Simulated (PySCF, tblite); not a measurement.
# Si5H12, a small molecule taken as a stand-in for a surface group (silicon-backed Si): NMR shifts, core binding energies and electronic excitations

Aim: the NMR shifts, core binding energies and electronic excitations of `[SiH3][Si]([SiH3])([SiH3])[SiH3]`.

Computed with tblite 0.8.0 and PySCF 2.14.0; each step states its level. No surroundings beyond the atoms listed, unless a continuum is named. Atoms count from 0, parts from 1.

## (1) The system as given

17 atoms, charge 0, multiplicity 1; geometry: distance geometry start.

## (2) Geometry optimisation with GFN2-xTB

The job: settings as JSON, then the geometry in Å.

```
{"job": {"kind": "relax", "xc": "GFN2-xTB", "basis": "xTB"}, "charge": 0, "multiplicity": 1}
Si     0.226789     1.868770    -1.192515
Si     0.083897     0.026069     0.046579
Si    -1.902454     0.143513     1.103076
Si     1.745403    -0.253583     1.463225
Si     0.021149    -1.755112    -1.355819
H      1.297930     1.828993    -2.185589
H      0.286734     2.991661    -0.301109
H     -1.056067     1.968424    -1.931192
H     -2.418916     1.518205     0.925920
H     -2.777834    -0.795067     0.406439
H     -1.777137    -0.129250     2.534394
H      2.016592     0.942514     2.271959
H      1.387762    -1.387673     2.346890
H      2.973339    -0.726444     0.756944
H     -1.414620    -2.017759    -1.570038
H      0.620693    -2.928570    -0.744770
H      0.624879    -1.311392    -2.608623
```

Level: GFN2-xTB geometry optimisation, gas phase.

Launch:

```bash
OMP_NUM_THREADS=1 python cluster_run.py task.json out
```

This one command runs all jobs of the session in turn.

**Question.** The jobs that follow are: PBE0-D3(BJ)/def2-SVP geometry optimisation, gas phase; GIAO PBE0/pcSseg-1 NMR shielding, non-relativistic, gas phase; delta-SCF UKS SCAN, pcX-2 on the ionised atom, pcseg-1 elsewhere, spin-free X2C; TDDFT CAM-B3LYP/def2-SVPD, vertical, gas phase, core orbitals frozen in the response. Predict: point group; rotational constants (main isotopes); ¹H shifts against TMS (PBE0/pcSseg-1, means over atoms taken as alike); ²⁹Si shifts against TMS (PBE0/pcSseg-1, means over atoms taken as alike); Si2p binding energies, SCAN/pcX-2; lowest singlet (CAM-B3LYP/def2-SVPD); brightest single state of those computed; lowest triplet.

**Answer**, as computed:

| quantity | value |
| --- | --- |
| point group | T |
| rotational constants (main isotopes) | 1.03, 1.03, 1.03 GHz |
| ¹H shifts against TMS (PBE0/pcSseg-1, means over atoms taken as alike) | 3.75, 3.75 ppm |
| ²⁹Si shifts against TMS (PBE0/pcSseg-1, means over atoms taken as alike) | -98.6, -159.1 ppm |
| Si2p binding energies, SCAN/pcX-2 | Si0 106.57, Si1 105.86 eV |
| lowest singlet (CAM-B3LYP/def2-SVPD) | 6.69 eV (185 nm), f = 0.000 |
| brightest single state of those computed | state 6, 6.89 eV, f = 0.008 |
| lowest triplet | 6.05 eV |

In words: Over 18 steps the energy fell by 0.320 eV; of the close pairs, Si3–H13 changed most, 1.417 to 1.496 Å (PBE0/def2-SVP). No frequency check was run at this level, so the end point may be a saddle. At PBE0/pcSseg-1: Shielding is most anisotropic at Si0, Si2, Si3, Si4 (span 29 ppm, paramagnetic term -430 ppm). Si0 (silicon bonded to Si, 3 H) binds its Si2p electron 0.71 eV more tightly than Si1 (silicon bonded to 4 Si). The lowest singlet, at 6.69 eV, is HOMO−1→LUMO 0.29, HOMO→LUMO+1 0.27 and is dark; of the 6 states computed, the strongest absorption comes from states 4 to 6 together at 6.89 eV (the last computed, so partners may be missing). The lowest triplet lies 0.64 eV below the lowest singlet (triplets in Tamm-Dancoff, singlets in full TDDFT). A capped cluster stands for the solid here, so long-range fields and strain are missing, and bands or shifts of the capping hydrogens have no counterpart in it.
